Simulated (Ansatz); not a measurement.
# C₂H₅BF₂: up Jacob's ladder to CCSD(T)

One table from this session's results is given with a row withheld; the runs are named, their logs left out.

Program: Ansatz 0.2.0, Gaussian basis. Level of theory: functionals in def2-TZVPP, the program's frozen cores in correlated methods. These are calculated values, not measurements.

Levels to be run: LDA (SPW92), PBE-D4, revPBE-D4, BLYP-D4, r2SCAN-D4, B97M-V, PBE0-D4, B3LYP-D4, r2SCANh-D4, r2SCAN0-D4, HSE06-D4, BHLYP-D4, CAM-B3LYP-D4, LC-ωPBE, ωB97X-V, ωB97M-V, B2PLYP, PBE-QIDH; CCSD(T)/def2-SVP; CCSD(T)/def2-TZVPP; MP2/def2-QZVPP; extrapolation to the limit; RPA on PBE.

## Structure used throughout

All runs share one geometry, relaxed beforehand with PBE0-D4 in a triple-zeta def2 set.

10 atoms, charge 0, spin multiplicity 1.

Atoms are counted from 1 here; the program's logs count them from 0.

Bond lengths: C1–C2 1.523 Å, C1–H6 1.092 Å, C1–H7 1.092 Å, C1–H8 1.092 Å, C2–B3 1.558 Å, C2–H9 1.098 Å, C2–H10 1.098 Å, B3–F4 1.323 Å, B3–F5 1.324 Å. Angles: C2–C1–H6 111.4°, C2–C1–H7 111.3°, C2–C1–H8 111.3°, H6–C1–H7 107.7°, H6–C1–H8 107.7°, H7–C1–H8 107.1°, C1–C2–B3 115.9°, C1–C2–H9 111.0°, C1–C2–H10 110.9°, B3–C2–H9 107.3°, B3–C2–H10 107.1°, H9–C2–H10 103.9°, C2–B3–F4 122.8°, C2–B3–F5 121.4°, F4–B3–F5 115.9°.

Geometry (Å):

```
C    -1.14304   -0.28230   -0.29558
C     0.37907   -0.28628   -0.34825
B     1.09785    0.61209    0.70292
F     0.44184    1.32662    1.60241
F     2.41809    0.70128    0.74575
H    -1.57052   -0.93646   -1.05795
H    -1.50798   -0.62186    0.67600
H    -1.54375    0.72075   -0.45626
H     0.73892    0.01896   -1.33914
H     0.77263   -1.30391   -0.22700
```

Set-up of the first run:

Input file in.yaml:

```yaml
crystal:
  periodic: [false, false, false]
  atoms:
    - {symbol: C, position_ang: [-1.143038, -0.282296, -0.295580]}
    - {symbol: C, position_ang: [0.379071, -0.286283, -0.348246]}
    - {symbol: B, position_ang: [1.097853, 0.612090, 0.702924]}
    - {symbol: F, position_ang: [0.441836, 1.326622, 1.602406]}
    - {symbol: F, position_ang: [2.418090, 0.701283, 0.745748]}
    - {symbol: H, position_ang: [-1.570520, -0.936461, -1.057947]}
    - {symbol: H, position_ang: [-1.507981, -0.621857, 0.676005]}
    - {symbol: H, position_ang: [-1.543754, 0.720754, -0.456264]}
    - {symbol: H, position_ang: [0.738917, 0.018956, -1.339144]}
    - {symbol: H, position_ang: [0.772626, -1.303908, -0.227004]}
basis:
  gaussian: {orbitals: def2-TZVPP}
hamiltonian: {xc: lda}
output: {orbitals: {seedname: orbitals}}
```

Started as:

```bash
> ansatz run in.yaml --threads 4 --pin off --events-out ev --progress --plain --max-ram 10444MiB
```

Steps of the session up to this table: LDA; PBE-D4 (GGA); revPBE-D4 (GGA); BLYP-D4 (GGA); r2SCAN-D4 (meta-GGA); B97M-V (meta-GGA); B3LYP-D4 (hybrid); r2SCANh-D4 (hybrid); r2SCAN0-D4 (hybrid); HSE06-D4 (hybrid); BHLYP-D4 (hybrid); CAM-B3LYP-D4 (range-separated); LC-ωPBE (range-separated); ωB97X-V (range-separated); ωB97M-V (range-separated); B2PLYP (double hybrid); PBE-QIDH (double hybrid).

One of the session's tables, all rows but one given; the rest of the session is left out.

| functional | HOMO (eV) | gap (eV) |
| --- | --- | --- |
| LDA (SPW92) | -8.00 | 7.01 |
| PBE-D4 | -7.91 | 7.23 |
| revPBE-D4 | -7.85 | 7.32 |
| BLYP-D4 | -7.85 | 7.27 |
| r2SCAN-D4 | -8.24 | 8.03 |
| B97M-V | -8.36 | 8.15 |
| PBE0-D4 | -9.43 | 9.82 |
| B3LYP-D4 | -9.23 | 9.32 |
| r2SCANh-D4 | ? | ? |
| r2SCAN0-D4 | -9.64 | 10.32 |
| HSE06-D4 | -9.02 | 9.02 |
| BHLYP-D4 | -10.91 | 12.14 |
| CAM-B3LYP-D4 | -10.92 | 12.32 |
| LC-ωPBE | -12.26 | 14.94 |
| ωB97X-V | -11.91 | 14.39 |
| ωB97M-V | -11.76 | 13.73 |

Q: Estimate the row for r2SCANh-D4 from the others.

Worked estimate for «HOMO (eV)». Against the share of exact exchange, r2SCAN-D4 (0, -8.24), r2SCAN0-D4 (0.25, -9.64) give a slope of -5.60 per unit share; at 0.1 the line stands at -8.80.

**Answer.** HOMO (eV): -8.80; gap (eV): 8.95. In «HOMO (eV)» the line misses by 0.00.
